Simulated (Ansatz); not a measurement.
# Fe2O3: the cost of one run

Method: DFT PBEsol+U, scalar-relativistic, plane waves, PAW, in Ansatz 0.2.0.

### Step 1. The starting structure

It takes space group R-3c (No. 167, trigonal). The conventional cell has a = 5.038 Å, b = 5.038 Å, c = 13.772 Å, α = 90.00°, β = 90.00°, γ = 120.00°. Fe (site symmetry 3) has 6 O at 1.95 to 2.12 Å as nearest neighbours. O (site symmetry 2) is surrounded by 4 Fe at 1.95 to 2.12 Å.

Structure file:

```cif
data_structure
_symmetry_space_group_name_H-M 'P 1'
_symmetry_Int_Tables_number 1
_cell_length_a 5.4346
_cell_length_b 5.4346
_cell_length_c 5.4346
_cell_angle_alpha 55.228
_cell_angle_beta 55.228
_cell_angle_gamma 55.228
_cell_volume 100.91
loop_
_atom_site_label
_atom_site_type_symbol
_atom_site_fract_x
_atom_site_fract_y
_atom_site_fract_z
_atom_site_occupancy
Fe1 Fe 0.35530 0.35530 0.35530 1
Fe2 Fe 0.14470 0.14470 0.14470 1
Fe3 Fe 0.64470 0.64470 0.64470 1
Fe4 Fe 0.85530 0.85530 0.85530 1
O1 O 0.55590 0.94410 0.25000 1
O2 O 0.25000 0.55590 0.94410 1
O3 O 0.94410 0.25000 0.55590 1
O4 O 0.44410 0.05590 0.75000 1
O5 O 0.75000 0.44410 0.05590 1
O6 O 0.05590 0.75000 0.44410 1
```

The structure rests on an entry of the Crystallography Open Database; cell or positions may have been set otherwise for this series.

### Step 2. Relaxing cell and atoms: Fe2O3, moments −+−+

The input, input.yaml:

```yaml
crystal:
  lattice:
    - [2.519, 1.4543453281, 4.5906666667]
    - [-2.519, 1.4543453281, 4.5906666667]
    - [0.0, -2.9086906562, 4.5906666667]
  atoms:
    - { symbol: Fe, position: [0.3553, 0.3553, 0.3553], spin: -4.0 }
    - { symbol: Fe, position: [0.1447, 0.1447, 0.1447], spin: 4.0 }
    - { symbol: Fe, position: [0.6447, 0.6447, 0.6447], spin: -4.0 }
    - { symbol: Fe, position: [0.8553, 0.8553, 0.8553], spin: 4.0 }
    - { symbol: O, position: [0.5559, 0.9441, 0.25] }
    - { symbol: O, position: [0.25, 0.5559, 0.9441] }
    - { symbol: O, position: [0.9441, 0.25, 0.5559] }
    - { symbol: O, position: [0.4441, 0.0559, 0.75] }
    - { symbol: O, position: [0.75, 0.4441, 0.0559] }
    - { symbol: O, position: [0.0559, 0.75, 0.4441] }
magnetization:
  spin_polarized: true
scf:
  occupations: { method: gaussian, width: 0.02 }
output:
  forces: true
  stress: true
  populations: true
  write_density: true
  write_potential: true
  elf: true
  volumetric_format: npy
hamiltonian:
  hubbard: { sites: [{ species: Fe, l: d, u_eff: 4.0 }] }
  xc: pbesol
relax:
  f_tol: 0.004
  cell: { stress_tol: 0.03, p_target: 0.0 }
kpoints:
  mp_grid: { grid: [5, 5, 5] }
```

Command:

```bash
$ ansatz run input.yaml --threads 8 --pin off --max-ram 16384MiB --backend cpu --events-out ev --progress --plain --runs-dir out
```

What time and memory should one allow on 8 threads of Intel Xeon Platinum 8488C (Sapphire Rapids), shared host?

About 21 s, with a peak of 0.91 GiB.
